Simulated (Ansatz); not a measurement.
**CrN2: relaxation of cell and atoms with PBEsol**

Crystal: CrN2.

```
Cr N
1.0
     3.90179    0.00000    0.00000
     0.00000    4.80951    0.00000
     0.00000    0.00000    2.78417
Cr N
2 4
Direct
  0.00000 0.00000 0.00000
  0.50000 0.50000 0.50000
  0.86617 0.58878 0.00000
  0.13383 0.41123 0.00000
  0.36617 0.91122 0.50000
  0.63383 0.08878 0.50000
```

The cell comes from a database or a generator and needn't be the stable form of this composition.

| Property | Result |
| --- | --- |
| Program | Ansatz 0.2.0 |
| Task | relaxation of cell and atoms |
| Functional | PBEsol |
| Potentials or basis | Ansatz PAW |
| Cutoff | 420 eV (not typed: the program's choice for these potentials) |
| k mesh | 7 × 6 × 10 |
| Occupations | fermi-dirac, width 0.05 eV |
| Spin | collinear spin, ferromagnetic start |
| Starting moments | [3.0, 3.0, 0.0, 0.0, 0.0, 0.0] μB |
| Target pressure | 2 GPa |
| Target pressure (GPa) | 2 |

The relaxed volume is 8.29 Å³/atom, the relaxed cell is a = 3.849 Å, b = 4.732 Å, c = 2.730 Å, α = 90.00°, β = 90.00°, γ = 90.00° and the space group after relaxing (to 0.05 Å) is Pnnm (No. 58). The energy change on relaxing (the enthalpy is what falls) is -11.3 meV/atom, the ionic steps are 8 and the pressure after relaxing is 2.0 GPa. The band gap on the k mesh is none (metal or under the smearing width). The net moment is 4.17 μB per cell, the absolute moment is 4.78 μB per cell and the site moments are Cr +1.79; N -0.05 μB.

The path:
| step | energy change (eV) | largest force (eV/Å) | volume (Å³) |
| --- | --- | --- | --- |
| 1 | 0.0000 | 0.0642 | 52.25 |
| 2 | -0.0713 | 0.1561 | 50.62 |
| 3 | -0.0773 | 0.1171 | 49.71 |
| 4 | -0.0781 | 0.0671 | 49.77 |
| 5 | -0.0783 | 0.0015 | 49.77 |
| 6 | -0.0684 | 0.0010 | 49.77 |
| 7 | -0.0680 | 0.0016 | 49.72 |
| 8 | -0.0677 | 0.0016 | 49.72 |

Final structure:
```
Cr N
1.0
     3.84888    0.00000    0.00000
     0.00000    4.73224    0.00000
     0.00000    0.00000    2.72960
Cr N
2 4
Direct
  0.00000 0.00000 0.00000
  0.50000 0.50000 0.50000
  0.86449 0.58981 0.00000
  0.13551 0.41019 0.00000
  0.36449 0.91019 0.50000
  0.63551 0.08981 0.50000
```

Levels at points of the mesh, in eV from the Fermi level:
Spin up:
| k point | band 22 | band 23 | band 24 | band 25 | band 26 | band 27 | band 28 | band 29 | band 30 | band 31 |
| --- | --- | --- | --- | --- | --- | --- | --- | --- | --- | --- |
| (0.00, 0.00, 0.00) | -2.58 | -1.30 | -1.06 | -0.74 | -0.70 | -0.49 | -0.34 | 3.41 | 5.26 | 5.34 |
| (0.00, 0.00, -0.50) | -2.38 | -1.06 | -1.06 | 0.43 | 0.43 | 0.91 | 0.91 | 3.01 | 3.01 | 3.62 |
| (0.00, -0.50, 0.00) | -2.35 | -1.05 | -1.05 | -0.13 | -0.13 | 0.28 | 0.28 | 3.10 | 3.10 | 4.97 |
| (0.00, -0.50, -0.50) | -1.24 | -1.14 | -1.14 | -0.12 | -0.12 | 0.92 | 0.92 | 2.45 | 2.45 | 3.13 |
Spin down:
```tsv
k point	band 20	band 21	band 22	band 23	band 24	band 25
(0.00, 0.00, 0.00)	-3.11	-1.79	-1.73	0.40	0.42	1.16
(0.00, 0.00, -0.50)	-1.97	-1.57	-1.57	1.43	1.43	1.66
(0.00, -0.50, 0.00)	-2.48	-1.59	-1.59	0.87	0.87	1.84
(0.00, -0.50, -0.50)	-1.23	-0.08	-0.08	0.82	0.82	1.34
```

Run time: 49 s on 2 threads of Intel(R) Xeon(R) 6975P-C (Granite Rapids) (shared host), peak memory 0.6 GiB.

Caveat: the plane-wave basis is chosen anew once the cell has moved, so the energies of steps on either side of that aren't comparable; the pressure holds a Pulay correction of +0.8 GPa for the finite cutoff; only a ferromagnetic start was run, and an antiferromagnetic order may lie lower in energy; the PAW data sets come from PBE, with cores solved anew for the run's functional, which leaves a small shift of forces and pressure. With open d or f shells a metallic result of PBEsol can be an artefact of self-interaction; +U or a hybrid may open a gap.
